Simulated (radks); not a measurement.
# Ta⁺ in [Xe] 4f14 5d2.75 6s1 6p0.25: an all-electron calculation

Aim: the levels, the sizes of the orbitals and the parts of the energy of the tantalum ion Ta+.

Program: radks (a radial shooting solver on a logarithmic mesh, Libxc functionals) version 1. Level of theory: Dirac Kohn-Sham, PBE, spin-unpolarised, spherical densities, finite nucleus; open shells fill j = l - 1/2 first. These are calculated values, not measurements, unless marked.

### 1 The system

- element: tantalum (Z = 73)
- charge: +1
- electrons: 72
- configuration: [Xe] 4f14 5d2.75 6s1 6p0.25
- nuclear rms radius: 5.3507 fm

### 2 Self-consistent calculation

Settings of this run:

```text
Z 73
configuration [Xe] 4f14 5d2.75 6s1 6p0.25
relativity Dirac
functional pbe,pbe
spin unpolarised
j_filling energy
nucleus finite rms 5.3507 fm
c 137.035999084
```

Launch:

```bash
$ python run_ks.py task.json out
```

The same process makes all the runs of this session.

**Question.** What will this run give?

As calculated:

| quantity | value |
| --- | --- |
| total energy | -15623.2965 hartree |
| exchange-correlation share of it | 2.03 % |
| −T/E | 1.1221 |
| highest occupied level | 6p1/2, -7.373 eV |
| most extended occupied level | 6p1/2, <r> = 3.81 bohr |
| radius at density 0.001 e/bohr³ | 4.47 bohr |
| maxima of the radial density | 4 |

The radial density shows 4 maxima for 6 occupied principal shells; where shells overlap, one shows as a shoulder or not at all. Relativity lifts −T/E to 1.122. This is not the tabulated ground configuration, so its levels and sizes aren't those of the ground state, and no measured value stands beside it.
